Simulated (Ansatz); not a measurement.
# AlSn (P-6m2) in Ansatz: a series of runs

The runs below take AlSn through relaxation of cell and atoms, with BLYP, r2SCAN.

Everything below comes from runs of Ansatz 0.2.0. Logs are shortened: lines on timing, memory, paths and dates and some standing lists are left out, and cuts for length are marked.

### 1 The crystal as given

The structure is hexagonal, space group P-6m2 (No. 187). The conventional cell has a = 4.198 Å, b = 4.198 Å, c = 3.307 Å, α = 90.00°, β = 90.00°, γ = 120.00°. Sn (site symmetry -6m2) has 6 Al at 2.93 Å and 2 Sn at 3.31 Å as nearest neighbours. Al (site symmetry -6m2) has 6 Sn at 2.93 Å and 2 Al at 3.31 Å as nearest neighbours.

The cell comes from a database or a generator and needn't be the stable form of this composition.

### 2 Relaxation of cell and atoms, BLYP

input.yaml reads:

```yaml
crystal:
  lattice:
    - [4.1981056157, 0.0, 0.0]
    - [-2.0990528078, 3.6356661109, 0.0]
    - [0.0, 0.0, 3.306847]
  atoms:
    - { symbol: Sn, position: [0.3333333333, 0.6666666667, 0.5] }
    - { symbol: Al, position: [0.0, 0.0, 0.0] }
hamiltonian:
  xc: blyp
  pseudopotentials: { kind: paw }
kpoints:
  mp_grid: { grid: [7, 7, 8] }
scf:
  occupations: { method: fermi_dirac, width: 0.05 }
output:
  forces: true
  stress: true
  eigenvalues: true
  write_density: true
  write_potential: true
  elf: true
  volumetric_format: npy
relax:
  f_tol: 0.01
  max_steps: 40
  cell: { stress_tol: 0.05 }
```

Potentials or basis: Ansatz PAW.

On the command line:

```console
$ ansatz run input.yaml --threads 2 --pin off --max-ram 5632MiB --backend cpu --events-out ev --progress --plain --runs-dir out
```

Output:

```text
Warning: RAYON_NUM_THREADS=2 ignored (pool sized by the plan → 2); use --threads N
Engine: ansatz 0.2.0, x86_64-unknown-linux-gnu
Pseudopotentials: kind: paw
Pseudopotential: Sn, paw, valence charge 14, recommended cutoff 420 eV (normal), Sn.paw.azcp
Pseudopotential: Al, paw, valence charge 3, recommended cutoff 420 eV (normal), Al.paw.azcp
Functional definition: BLYP
  parameter beta = 0.0042
  parameter a = 0.04918
  parameter b = 0.132
  parameter c = 0.2533
  parameter d = 0.349
  exchange = b88_x(beta = beta)
  correlation = lyp_c(a = a, b = b, c = c, d = d)
Crystal: 2 atoms, lattice volume = 50.472 Å³
Basis set: ecut = 420 eV, 953 PW (Γ), exchange–correlation on 60×60×48 points (8 copies of the dense FFT grid, shifted against one another)
Bands: 13, of which v1, the nominal top of the filled ones, is band 9 counted from 1 (8 counted from 0)
Symmetry: 12 space group operations
Space group: P-6m2 (ITA 187), of the structure as read, at distance tolerance 3.7e-5 Å
k-points: 40 of 392 (time reversal used)
Non-local potential: Sn, projectors of the file, l = 0: 2, l = 1: 2, l = 2: 2, l = 3: 2
Non-local potential: Al, projectors of the file, l = 0: 2, l = 1: 2, l = 2: 1
PAW form: soft (Blöchl's): semilocal exchange-correlation on the pseudo side does not see the compensation charge
PAW frozen core: Sn, regenerated for the run's functional, and the local potential with it (the file was generated under x = pbe(κ = 0.804, μ = 0.2195149727645171), c = pbe(β = 0.06672455060314922))
PAW frozen core: Al, regenerated for the run's functional, and the local potential with it (the file was generated under x = pbe(κ = 0.804, μ = 0.2195149727645171), c = pbe(β = 0.06672455060314922))
PAW one-centre angular grid: Sn, 590 points (default); XC on 64 Gauss nodes
PAW one-centre angular grid: Al, 110 points (default); XC on 64 Gauss nodes
Initial density: superposition of atomic densities (neutral atoms: chi_scale 0, normalization atom), corrected by the library's trained network
Initial wavefunctions: pseudopotential atomic-orbital guess
Functional: x = b88, c = lyp
SCF iter   1: F=—  HF=-6580.799577 eV  |F-HF|=—  |Δ(HF+E_count)|=         —  Δρ=5.83e-3  dr2=2.35e-2  ethr=1.77e-3  ⟨swp⟩=5.9  Hψ=3357  notcnv=0
preconditioner: auto → none  [metal: Δε(μ)=0.089 eV  Ē_g=18.381 eV  σ=0.050 eV  W_gap=0.36  n_scr=8 (ndim 8)  ℏωp=21.6 eV  f_vac=0.000  D(μ)=0.39/eV (n_scr^D=0)  sad-step TF]
SCF iter   2: F=—  HF=-6580.795597 eV  |F-HF|=—  |Δ(HF+E_count)|=   3.98e-3  Δρ=4.03e-3  dr2=1.24e-2  ethr=1.38e-4  ⟨swp⟩=1.3  Hψ=857  notcnv=0
SCF iter   3: F=—  HF=-6580.792523 eV  |F-HF|=—  |Δ(HF+E_count)|=   3.07e-3  Δρ=1.17e-3  dr2=8.94e-4  ethr=7.29e-5  ⟨swp⟩=2.8  Hψ=918  notcnv=0
SCF iter   4: F=—  HF=-6580.792220 eV  |F-HF|=—  |Δ(HF+E_count)|=   3.03e-4  Δρ=2.82e-4  dr2=5.92e-5  ethr=5.26e-6  ⟨swp⟩=2.0  Hψ=843  notcnv=0
SCF iter   5: F=—  HF=-6580.792220 eV  |F-HF|=—  |Δ(HF+E_count)|=   5.48e-7  Δρ=1.22e-4  dr2=5.86e-6  ethr=3.48e-7  ⟨swp⟩=2.0  Hψ=617  notcnv=0
SCF iter   6: F=—  HF=-6580.792218 eV  |F-HF|=—  |Δ(HF+E_count)|=   1.85e-6  Δρ=4.93e-5  dr2=9.41e-7  ethr=3.45e-8  ⟨swp⟩=2.0  Hψ=813  notcnv=0
SCF iter   7: F=-6580.792218 eV  HF=-6580.792218 eV  |F-HF|=3.87e-9  |Δ(HF+E_count)|=   3.60e-7  Δρ=2.46e-6  dr2=2.59e-9  ethr=5.88e-10  ⟨swp⟩=8.7  Hψ=3629  notcnv=0
SCF 1 converged in 7 iterations: F = -6580.792218 eV  dr2 = 2.59e-9
relax step   1: F+E_penalty+E_count = -6580.79221791 eV  Δ(F+E_penalty+E_count) = +0.000e0 eV  max|allowed force component| = 6.476e-17 eV/Å  Δτ_max = 0.0000 Å  P = +3.684 GPa  Ω = 50.472 Å³  (7 SCF iters, dr2 threshold 1.00e-7 eV, accepted)
Crystal: 2 atoms, lattice volume = 55.600 Å³
Basis set: ecut = 420 eV, 1109 PW (Γ), exchange–correlation on 60×60×48 points (8 copies of the dense FFT grid, shifted against one another)
Initial density: handed on by an earlier stage of this run
Initial wavefunctions: those handed on with the density
iter 1 solved again at ethr=2.49e-5 eV; its pass at ethr=3.10e-3 eV (dr2=4.23e-3 eV) is discarded
SCF iter   1: F=—  HF=-6580.837002 eV  |F-HF|=—  |Δ(HF+E_count)|=         —  Δρ=2.46e-3  dr2=4.45e-3  ethr=2.49e-5  ⟨swp⟩=2.1  Hψ=4063  notcnv=0
preconditioner: auto → none  [insulator: Δε(μ)=0.131 eV  Ē_g=7.858 eV  σ=0.050 eV  W_gap=0.56  n_scr=8 (ndim 8)  ℏωp=13.2 eV  f_vac=0.003  D(μ)=0.34/eV (n_scr^D=0)  ε∞_Penn≈3.8]
SCF iter   2: F=—  HF=-6580.836555 eV  |F-HF|=—  |Δ(HF+E_count)|=   4.46e-4  Δρ=1.28e-3  dr2=9.75e-4  ethr=2.49e-5  ⟨swp⟩=1.0  Hψ=520  notcnv=0
SCF iter   3: F=—  HF=-6580.836636 eV  |F-HF|=—  |Δ(HF+E_count)|=   8.02e-5  Δρ=2.99e-4  dr2=8.91e-5  ethr=5.73e-6  ⟨swp⟩=2.5  Hψ=733  notcnv=0
SCF iter   4: F=—  HF=-6580.836610 eV  |F-HF|=—  |Δ(HF+E_count)|=   2.54e-5  Δρ=7.11e-5  dr2=2.83e-6  ethr=5.24e-7  ⟨swp⟩=2.0  Hψ=846  notcnv=0
SCF iter   5: F=-6580.836611 eV  HF=-6580.836611 eV  |F-HF|=5.35e-9  |Δ(HF+E_count)|=   1.19e-6  Δρ=9.11e-6  dr2=4.97e-8  ethr=1.18e-9  ⟨swp⟩=8.6  Hψ=3868  notcnv=0
SCF 2 converged in 5 iterations: F = -6580.836611 eV  dr2 = 4.97e-8
relax step   2: F+E_penalty+E_count = -6580.83661145 eV  Δ(F+E_penalty+E_count) = -4.439e-2 eV  max|allowed force component| = 1.850e-17 eV/Å  Δτ_max = 0.0000 Å  P = -0.490 GPa  Ω = 55.600 Å³  energy of the carried Pulay correction = -9.738e-4 eV  (5 SCF iters, dr2 threshold 2.00e-7 eV, accepted)
Crystal: 2 atoms, lattice volume = 55.030 Å³
Basis set: ecut = 420 eV, 1097 PW (Γ), exchange–correlation on 60×60×48 points (8 copies of the dense FFT grid, shifted against one another)
iter 1 solved again at ethr=6.18e-7 eV; its pass at ethr=3.10e-3 eV (dr2=1.05e-4 eV) is discarded
SCF iter   1: F=—  HF=-6580.838223 eV  |F-HF|=—  |Δ(HF+E_count)|=         —  Δρ=3.35e-4  dr2=1.01e-4  ethr=6.18e-7  ⟨swp⟩=2.6  Hψ=3960  notcnv=0
preconditioner: auto → none  [metal: Δε(μ)=0.069 eV  Ē_g=7.909 eV  σ=0.050 eV  W_gap=0.32  n_scr=8 (ndim 8)  ℏωp=13.2 eV  f_vac=0.000  D(μ)=0.47/eV (n_scr^D=0)]
SCF iter   2: F=—  HF=-6580.838212 eV  |F-HF|=—  |Δ(HF+E_count)|=   1.07e-5  Δρ=1.60e-4  dr2=1.85e-5  ethr=5.92e-7  ⟨swp⟩=1.0  Hψ=520  notcnv=0
SCF iter   3: F=—  HF=-6580.838212 eV  |F-HF|=—  |Δ(HF+E_count)|=   2.43e-7  Δρ=3.33e-5  dr2=9.40e-7  ethr=1.09e-7  ⟨swp⟩=2.1  Hψ=641  notcnv=0
SCF iter   4: F=-6580.838211 eV  HF=-6580.838211 eV  |F-HF|=7.09e-9  |Δ(HF+E_count)|=   1.57e-7  Δρ=1.27e-5  dr2=7.30e-8  ethr=1.18e-9  ⟨swp⟩=11.2  Hψ=3950  notcnv=0
SCF 3 converged in 4 iterations: F = -6580.838211 eV  dr2 = 7.30e-8
relax step   3: F+E_penalty+E_count = -6580.83821145 eV  Δ(F+E_penalty+E_count) = -1.600e-3 eV  max|allowed force component| = 8.327e-17 eV/Å  Δτ_max = 0.0000 Å  P = -0.052 GPa  Ω = 55.030 Å³  energy of the carried Pulay correction = -8.639e-4 eV  (4 SCF iters, dr2 threshold 2.00e-7 eV, accepted)
Crystal: 2 atoms, lattice volume = 54.949 Å³
iter 1 solved again at ethr=8.24e-9 eV; its pass at ethr=3.10e-3 eV (dr2=1.40e-6 eV) is discarded
SCF iter   1: F=—  HF=-6580.838237 eV  |F-HF|=—  |Δ(HF+E_count)|=         —  Δρ=4.27e-5  dr2=9.14e-7  ethr=8.24e-9  ⟨swp⟩=3.9  Hψ=3996  notcnv=0
preconditioner: auto → none  [metal: Δε(μ)=0.081 eV  Ē_g=7.916 eV  σ=0.050 eV  W_gap=0.38  n_scr=8 (ndim 8)  ℏωp=13.3 eV  f_vac=0.000  D(μ)=0.46/eV (n_scr^D=0)]
SCF iter   2: F=—  HF=-6580.838243 eV  |F-HF|=—  |Δ(HF+E_count)|=   5.82e-6  Δρ=2.27e-5  dr2=2.31e-7  ethr=5.38e-9  ⟨swp⟩=1.0  Hψ=520  notcnv=0
SCF iter   3: F=-6580.838243 eV  HF=-6580.838243 eV  |F-HF|=5.75e-10  |Δ(HF+E_count)|=   7.27e-8  Δρ=1.85e-6  dr2=2.13e-9  ethr=5.06e-11  ⟨swp⟩=6.6  Hψ=2904  notcnv=0
SCF 4 converged in 3 iterations: F = -6580.838243 eV  dr2 = 2.13e-9
relax step   4: F+E_penalty+E_count = -6580.83824258 eV  Δ(F+E_penalty+E_count) = -3.114e-5 eV  max|allowed force component| = 1.480e-16 eV/Å  Δτ_max = 0.0000 Å  P = -0.005 GPa  Ω = 54.949 Å³  energy of the carried Pulay correction = -8.494e-4 eV  (3 SCF iters, dr2 threshold 8.60e-9 eV, accepted)
Initial wavefunctions: pseudopotential atomic-orbital guess (no wavefunctions were taken with the density)
iter 1 solved again at ethr=4.92e-7 eV; its pass at ethr=3.10e-3 eV (dr2=8.36e-5 eV) is discarded
SCF iter   1: F=—  HF=-6580.839303 eV  |F-HF|=—  |Δ(HF+E_count)|=         —  Δρ=6.36e-5  dr2=3.32e-7  ethr=4.92e-7  ⟨swp⟩=2.6  Hψ=4600  notcnv=0
preconditioner: auto → none  [metal: Δε(μ)=0.081 eV  Ē_g=7.915 eV  σ=0.050 eV  W_gap=0.38  n_scr=8 (ndim 8)  ℏωp=13.3 eV  f_vac=0.000  D(μ)=0.46/eV (n_scr^D=0)]
SCF iter   2: F=—  HF=-6580.839315 eV  |F-HF|=—  |Δ(HF+E_count)|=   1.21e-5  Δρ=3.03e-5  dr2=7.10e-8  ethr=1.95e-9  ⟨swp⟩=2.0  Hψ=858  notcnv=0
SCF iter   3: F=—  HF=-6580.839316 eV  |F-HF|=—  |Δ(HF+E_count)|=   1.88e-6  Δρ=8.37e-6  dr2=6.43e-9  ethr=4.18e-10  ⟨swp⟩=2.0  Hψ=662  notcnv=0
SCF iter   4: F=—  HF=-6580.839317 eV  |F-HF|=—  |Δ(HF+E_count)|=   1.61e-7  Δρ=1.17e-6  dr2=2.94e-10  ethr=3.78e-11  ⟨swp⟩=2.0  Hψ=862  notcnv=0
SCF iter   5: F=-6580.839317 eV  HF=-6580.839317 eV  |F-HF|=1.62e-10  |Δ(HF+E_count)|=   3.01e-9  Δρ=2.94e-7  dr2=1.32e-11  ethr=1.00e-12  ⟨swp⟩=4.9  Hψ=2426  notcnv=0
SCF 5 converged in 5 iterations: F = -6580.839317 eV  dr2 = 1.32e-11
relax step   5: F+E_penalty+E_count = -6580.83931660 eV  Δ(F+E_penalty+E_count) = -1.074e-3 eV  max|allowed force component| = 1.480e-16 eV/Å  Δτ_max = 0.0000 Å  P = +0.012 GPa  Ω = 54.949 Å³  stress off target by 2.03e-2 GPa  SCF on the basis re-selected at this cell (its energy is not comparable with the rows above)  (5 SCF iters)
basis re-selected at this cell: Δ(F+E_penalty+E_count) = -1.074e-3 eV, ΔP = +0.017 GPa vs the last step (what re-selecting the basis moved, of the pressure what is left beyond the Pulay correction that the steps carried, after the strain that the cell walked since its last selection, with what the two solves' SCF thresholds leave and, on support functions, any second-order correction that the steps lacked; it is no measure of the basis error at this ecutwfc). This SCF's stress stands 2.03e-2 GPa from its target on what of the cell is left free (relax.cell.stress_tol is 5.00e-2 GPa) and its largest allowed force component is 1.48e-16 eV/Å (relax.f_tol is 1.00e-2 eV/Å): within both
SCF converged after 5 iterations
Free energy (F): -6580.839317 eV
Harris-Foulkes:  -6580.839317 eV  (|F-HF|=1.62e-10)
Internal energy: -6580.835302 eV  (E = F + TS)
E sigma→0 (E₀):  -6580.837309 eV
Entropy (-TS):   -0.004015 eV (-2.007 meV/atom)
Fermi energy:    7.312901 eV
--- Per-component energies (eV) ---
  E_band       = -115.442576
  E_kinetic    = 206.944464
  E_local      = -1200.365067  (includes V_loc(G=0)·N_el)
  E_nonlocal   = -21.633040
  E_hartree    = 687.250900
  E_xc         = -417.182125
  E_vxc        = -119.671828  (∫ρ·V_xc dr)
  E_paw        = -4625.976626  (= ΣΔE_a)
  E_vpaw       = -355.218933  (= ΣTr[D̂ρ^β])
  E_aug_tail   = -0.000003  (compensation charges beyond the density's cutoff)
  E_ewald      = -1209.759596
  E_core_change = -0.114210  (= ΣΔE_core)
  E_smearing   = -0.004015  (= −TS)
  E_closure    = 0.000000  (closes the sum)
  Σ components = -6580.839317   (vs F -6580.839317, Δ=0.00e0)
--- Forces (eV/Å), atoms counted from 1 ---
  atom   1  Sn     0.00000000     0.00000000    -0.00000000
  atom   2  Al    -0.00000000    -0.00000000     0.00000000
  max |Σ_I F_I| component: 1.85e-17 eV/Å
--- Stress (GPa, compression-positive) ---
        0.007430       0.000000       0.000000
        0.000000       0.007430       0.000000
        0.000000       0.000000       0.020270
  P = ⅓ Tr σ = 0.0117 GPa (0.117 kbar)
--- Band table (eV; the first three rows and the last of 40) ---
  k-point 0: bands = ["-13.9381", "-13.8459", "-13.8459", "-13.8389", "-13.8389", "-2.5557", "7.1290", "7.1290", "7.3467", "9.8642", "10.5112", "10.5112", "12.7820"]
  k-point 1: bands = ["-13.9176", "-13.8465", "-13.8465", "-13.8447", "-13.8447", "-2.3497", "7.0274", "7.3410", "7.3410", "8.5523", "10.6657", "10.6657", "13.8197"]
  k-point 2: bands = ["-13.8680", "-13.8638", "-13.8638", "-13.8428", "-13.8428", "-1.7339", "5.0541", "7.9606", "7.9606", "8.5781", "11.0698", "11.0698", "14.0715"]
  k-point 39: bands = ["-13.8958", "-13.8928", "-13.8361", "-13.8310", "-13.7892", "1.7050", "3.7643", "4.7556", "5.0049", "6.9924", "8.0596", "14.0921", "14.2769"]
--- Relaxed structure (4 steps of the walk, 4 accepted, 1 SCFs on fresh bases) ---
  F+E_penalty+E_count = -6580.83931660 eV   max|allowed force component| = 1.480e-16 eV/Å   (the final SCF, on the basis selected at the relaxed cell)
  cell:  # Å, volume = 54.9486 Å³
    - [4.329206474506818, -2.9768959076580056e-11, 0.0]
    - [-2.164603237227628, 3.7492027851658576, 0.0]
    - [0.0, 0.0, 3.3853942413113054]
  atoms:
    - { symbol: Sn, position: [0.33333333333333326, 0.6666666666666666, 0.5] }
    - { symbol: Al, position: [0.0, -2.775557561562892e-17, 0.0] }
```

It took 7.2 s on 2 threads of AMD EPYC 7R43 (Zen 3), shared host; peak memory 0.41 GiB.

Results:

```yaml
Free_energy: -6580.8393 eV
Relaxed_volume: 27.47 Å³/atom
Relaxed_cell: a = 4.329 Å, b = 4.329 Å, c = 3.385 Å, α = 90.00°, β = 90.00°, γ = 120.00°
Space_group_after_relaxing_to_0.05_Å: P-6m2 (No. 187)
Energy_gained_by_relaxing: 23.5 meV/atom
Ionic_steps: 5
Pressure_after_relaxing: 0.0 GPa
Band_gap_on_the_k_mesh: none (metal or under the smearing width)
```

The path:
```csv
step,energy change (eV),largest force (eV/Å),volume (Å³)
1,0.0000,0.0000,50.47
2,-0.0444,0.0000,55.60
3,-0.0460,0.0000,55.03
4,-0.0460,0.0000,54.95
5,-0.0471,0.0000,54.95
```

Final structure:
```xyz
2
Lattice="4.3292 0.0000 0.0000 -2.1646 3.7492 0.0000 0.0000 0.0000 3.3854" Properties=species:S:1:pos:R:3 pbc="T T T"
Sn    0.0000    2.4995    1.6927
Al    0.0000    0.0000    0.0000
```

Levels at points of the mesh, in eV from the Fermi level:
| k point | band 6 | band 7 | band 8 | band 9 | band 10 | band 11 |
| --- | --- | --- | --- | --- | --- | --- |
| (0.00, 0.00, 0.00) | -9.87 | -0.18 | -0.18 | 0.03 | 2.55 | 3.20 |
| (0.00, 0.00, -0.50) | -7.12 | -5.73 | 2.48 | 2.48 | 3.31 | 3.41 |

Caveat: the plane-wave basis is chosen anew once the cell has moved, so the energies of steps on either side of that aren't comparable; the PAW data sets come from PBE, with cores solved anew for the run's functional, which leaves a small shift of forces and pressure.

### 3 Relaxation of cell and atoms, r2SCAN

input.yaml, as its differences from that of step 2:

```diff
@@ -9,3 +9,3 @@
 hamiltonian:
-  xc: blyp
+  xc: r2scan
   pseudopotentials: { kind: paw }
```

Potentials or basis: Ansatz PAW.

On the command line:

```console
$ ansatz run input.yaml --threads 2 --pin off --max-ram 5632MiB --backend cpu --events-out ev --progress --plain --runs-dir out
```

It took 13 s on 2 threads of AMD EPYC 7R43 (Zen 3), shared host; peak memory 0.53 GiB.

The run converged. Its results:

```yaml
Free_energy: -6578.5344 eV
Relaxed_volume: 24.76 Å³/atom
Relaxed_cell: a = 4.185 Å, b = 4.185 Å, c = 3.264 Å, α = 90.00°, β = 90.00°, γ = 120.00°
Space_group_after_relaxing_to_0.05_Å: P-6m2 (No. 187)
Energy_gained_by_relaxing: 2.0 meV/atom
Ionic_steps: 4
Pressure_after_relaxing: 0.0 GPa
Band_gap_on_the_k_mesh: none (metal or under the smearing width)
```

The path:
```tsv
step	energy change (eV)	largest force (eV/Å)	volume (Å³)
1	0.0000	0.0000	50.47
2	-0.0034	0.0000	49.09
3	-0.0041	0.0000	49.52
4	-0.0041	0.0000	49.52
```

Final structure:
```
Sn Al
1.0
     4.18545    0.00000    0.00000
    -2.09273    3.62471    0.00000
     0.00000    0.00000    3.26425
Sn Al
1 1
Cartesian
  0.0000 2.4165 1.6321
  0.0000 0.0000 0.0000
```

Levels at points of the mesh, in eV from the Fermi level:
```tsv
k point	band 4	band 5	band 6	band 7	band 8	band 9	band 10	band 11	band 12	band 13
(0.00, 0.00, 0.00)	-22.00	-22.00	-11.19	-0.42	-0.42	1.01	2.98	3.22	3.22	5.69
(0.00, 0.00, -0.50)	-22.01	-21.95	-7.83	-6.65	2.82	2.82	3.78	3.78	4.17	4.67
```

Caveat: the plane-wave basis is chosen anew once the cell has moved, so the energies of steps on either side of that aren't comparable; the PAW data sets come from PBE, with cores solved anew for the run's functional, which leaves a small shift of forces and pressure.
